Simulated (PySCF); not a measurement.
# A diatomic session: CaIn+

What are the lowest state that PBE0 finds, the bond length, vibrational wavenumber and bond energy of CaIn+, and how much do these hang on the method?

Computed with PySCF 2.14.0. Level: Ca def2-SVP, In def2-SVP with ECP28, scalar-relativistic core potentials.

### Step 1. The job

A driver script around PySCF takes these settings:

```json
{
  "atoms": "Ca, In",
  "charge": "1",
  "basis": "Ca def2-SVP, In def2-SVP with ECP28",
  "Hamiltonian": "scalar-relativistic core potentials",
  "basis functions": "50",
  "electrons treated": "40",
  "masses in u": "39.9626, 114.9039",
  "levels": "PBE0, PBE, r²SCAN, PBEsol, BP86, revPBE, HSE06, HF, MP2, SCS-MP2, CCSD, CCSD(T)",
  "grid": "80 radial by 434 angular points",
  "occupations": "held fixed by the projection of orbital angular momentum",
  "dissociation limit": "Ca + In+, each in its ground configuration",
  "starting distance in angstrom": "3.080",
  "values of 2S to try": "0, 2"
}
```

The run is started by

```sh
$ OMP_NUM_THREADS=1 python dia.py task.json out
```

After this run come: PBE0 along the bond; Excited determinants; PBE (GGA); r²SCAN; PBEsol (GGA); BP86 (GGA); revPBE; HSE06 (range-separated hybrid); RHF; Adding correlation.

Q: Predict the outcome of this session. Wanted: for each run, Re; ωe; De; μ.

**Answer**, as computed:

Lowest PBE0 solution found, without spin–orbit coupling: ¹Σ⁺ (singlet), closed shell. State 3 has its PBE0 minimum 0.82 eV higher. The other levels ran on the lowest alone.

| level | Re (Å) | ωe (cm⁻¹) | De (eV) | μ (D) |
| --- | --- | --- | --- | --- |
| RHF | 3.820 | 96.9 | 0.86 | -7.25 |
| RHF-MP2 | 3.695 | 107.9 | 1.06 | n/a |
| RHF-SCS-MP2 | 3.728 | 104.3 | 1.00 | n/a |
| RHF-CCSD | 3.698 | 108.4 | 1.07 | n/a |
| RHF-CCSD(T) | 3.687 | 109.4 | 1.13 | n/a |
| PBE | 3.653 | 105.3 | 1.35 | -6.68 |
| PBEsol | 3.599 | 110.4 | 1.43 | -6.84 |
| revPBE | 3.696 | 101.6 | 1.28 | -6.79 |
| BP86 | 3.645 | 105.1 | 1.32 | -6.60 |
| r²SCAN | 3.618 | 111.9 | 1.40 | -7.43 |
| PBE0 | 3.645 | 108.8 | 1.29 | -7.06 |
| HSE06 | 3.638 | 109.1 | 1.33 | -7.07 |

De is counted to Ca + In+ in their ground configurations. A positive dipole points from Ca to In; in an ion it is taken about the centre of mass and does not tell which atom is negative.

Differences from CCSD(T) in the same basis:

| level | Re (mÅ) | ωe (%) |
| --- | --- | --- |
| RHF | +133 | -11.4 |
| RHF-MP2 | +8 | -1.4 |
| RHF-SCS-MP2 | +42 | -4.7 |
| RHF-CCSD | +11 | -0.9 |
| PBE | -34 | -3.7 |
| PBEsol | -88 | +0.9 |
| revPBE | +9 | -7.1 |
| BP86 | -42 | -3.9 |
| r²SCAN | -69 | +2.3 |
| PBE0 | -42 | -0.5 |
| HSE06 | -49 | -0.3 |

What this shows: Against CCSD(T) in the same basis, the bond length is nearest at RHF-MP2 (+8 mÅ) and farthest at RHF (+133 mÅ); the wavenumber is nearest at HSE06 (-0.3 %) and farthest at RHF (-11.4 %). CCSD(T) in a basis this small is itself some way from its limit, more so than the functionals. Among the levels with a De in the table, it runs from 0.86 eV (RHF) to 1.43 eV (PBEsol).

Correlated steps freeze 9 core orbitals. Spin–orbit coupling is left out.
